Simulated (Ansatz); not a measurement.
# F₂H₆O₈Si₂Ti: basis-set convergence

An exercise on one series of results from a longer session: the logs are not shown, and one member is left open.

Computed with Ansatz 0.2.0, Gaussian basis. Level: one geometry, several basis sets.

Levels to be run: PBE0-D4/def2-SVP; ωB97M-V/def2-SVP; PBE0-D4/def2-QZVPP; ωB97M-V/def2-QZVPP; the functionals' def2-TZVPP values are taken from earlier runs.

1 further run of the same task is left out (for a known fault of the program).

## Structure used throughout

All runs share one geometry, relaxed beforehand with PBE0-D4 in a triple-zeta def2 set.

SMILES `O[Si](O)(O)[O][Ti]([F])([F])[O][Si](O)(O)O`, 19 atoms, charge 0, spin multiplicity 1.

Atoms are counted from 1 here; the program's logs count them from 0.

Bond lengths: O1–Si2 1.628 Å, O1–H14 0.958 Å, Si2–O3 1.631 Å, Si2–O4 1.622 Å, Si2–O5 1.636 Å, O3–H15 0.969 Å, O4–H16 0.958 Å, O5–Ti6 1.779 Å, Ti6–F7 1.756 Å, Ti6–F8 1.757 Å, Ti6–O9 1.775 Å, O9–Si10 1.634 Å, Si10–O11 1.621 Å, Si10–O12 1.623 Å, Si10–O13 1.645 Å, O11–H17 0.958 Å, O12–H18 0.965 Å, O13–H19 0.959 Å. Angles: Si2–O1–H14 118.0°, O1–Si2–O3 107.0°, O1–Si2–O4 114.6°, O1–Si2–O5 110.0°, O3–Si2–O4 108.7°, O3–Si2–O5 111.3°, O4–Si2–O5 105.3°, Si2–O3–H15 116.8°, Si2–O4–H16 117.7°, Si2–O5–Ti6 148.0°, O5–Ti6–F7 110.4°, O5–Ti6–F8 109.4°, O5–Ti6–O9 106.5°, F7–Ti6–F8 109.9°, F7–Ti6–O9 110.1°, F8–Ti6–O9 110.4°, Ti6–O9–Si10 153.4°, O9–Si10–O11 112.2° and more.

Coordinates:

| atom | x (Å) | y (Å) | z (Å) |
| --- | --- | --- | --- |
| O1 | 0.0163 | 1.0793 | -3.0372 |
| Si2 | -0.7993 | 1.0570 | -1.6286 |
| O3 | -1.0309 | -0.5097 | -1.2375 |
| O4 | -2.2405 | 1.8007 | -1.6724 |
| O5 | 0.0557 | 1.8381 | -0.4737 |
| Ti6 | 0.9367 | 1.7518 | 1.0698 |
| F7 | 0.1810 | 2.7921 | 2.2656 |
| F8 | 2.6056 | 2.2416 | 0.8188 |
| O9 | 0.8608 | 0.0600 | 1.6000 |
| Si10 | 0.4801 | -1.5170 | 1.4039 |
| O11 | 1.1594 | -2.4560 | 2.5373 |
| O12 | -1.1289 | -1.7234 | 1.4538 |
| O13 | 1.1249 | -1.9216 | -0.0539 |
| H14 | 0.4150 | 1.9055 | -3.3136 |
| H15 | -0.2518 | -1.0846 | -1.2605 |
| H16 | -2.8868 | 1.4828 | -2.3041 |
| H17 | 0.6444 | -2.6522 | 3.3211 |
| H18 | -1.6072 | -1.3213 | 0.7188 |
| H19 | 1.4235 | -2.8277 | -0.1511 |

Set-up of the first run:

in.yaml reads:

```yaml
crystal:
  periodic: [false, false, false]
  atoms:
    - {symbol: O, position_ang: [0.016347, 1.079277, -3.037180]}
    - {symbol: Si, position_ang: [-0.799330, 1.056978, -1.628611]}
    - {symbol: O, position_ang: [-1.030896, -0.509668, -1.237517]}
    - {symbol: O, position_ang: [-2.240522, 1.800727, -1.672366]}
    - {symbol: O, position_ang: [0.055708, 1.838113, -0.473733]}
    - {symbol: Ti, position_ang: [0.936728, 1.751823, 1.069768]}
    - {symbol: F, position_ang: [0.180993, 2.792085, 2.265562]}
    - {symbol: F, position_ang: [2.605554, 2.241604, 0.818820]}
    - {symbol: O, position_ang: [0.860835, 0.059954, 1.599975]}
    - {symbol: Si, position_ang: [0.480121, -1.516976, 1.403940]}
    - {symbol: O, position_ang: [1.159391, -2.455980, 2.537305]}
    - {symbol: O, position_ang: [-1.128869, -1.723364, 1.453805]}
    - {symbol: O, position_ang: [1.124889, -1.921564, -0.053928]}
    - {symbol: H, position_ang: [0.415017, 1.905518, -3.313586]}
    - {symbol: H, position_ang: [-0.251784, -1.084645, -1.260530]}
    - {symbol: H, position_ang: [-2.886752, 1.482823, -2.304112]}
    - {symbol: H, position_ang: [0.644415, -2.652188, 3.321088]}
    - {symbol: H, position_ang: [-1.607214, -1.321340, 0.718796]}
    - {symbol: H, position_ang: [1.423467, -2.827675, -0.151096]}
basis:
  gaussian: {orbitals: def2-SVP}
hamiltonian: {xc: pbe0, dispersion: d4}
output: {orbitals: {seedname: orbitals}}
```

Run with:

```sh
ansatz run in.yaml --threads 11 --pin off --events-out ev --progress --plain --max-ram 174080MiB --backend cpu
```

Steps of the session up to this table: PBE0-D4 in def2-SVP; ωB97M-V in def2-SVP; PBE0-D4 in def2-QZVPP; ωB97M-V in def2-QZVPP.

One table of the session follows, with a row left open; its other results are not shown here.

It belongs to the step «Functionals by basis». 

| functional | basis | HOMO (eV) | LUMO (eV) |
| --- | --- | --- | --- |
| PBE0-D4 | def2-SVP | ? | ? |
| PBE0-D4 | def2-TZVPP | -9.32 | -2.08 |
| PBE0-D4 | def2-QZVPP | -9.37 | -2.10 |
| ωB97M-V | def2-SVP | -11.50 | 0.25 |
| ωB97M-V | def2-TZVPP | -11.77 | 0.20 |
| ωB97M-V | def2-QZVPP | -11.83 | 0.18 |

Estimate the missing values for PBE0-D4, def2-SVP.

The run gave: HOMO (eV): -9.08; LUMO (eV): -2.08. In the column «HOMO (eV)» it is the highest.
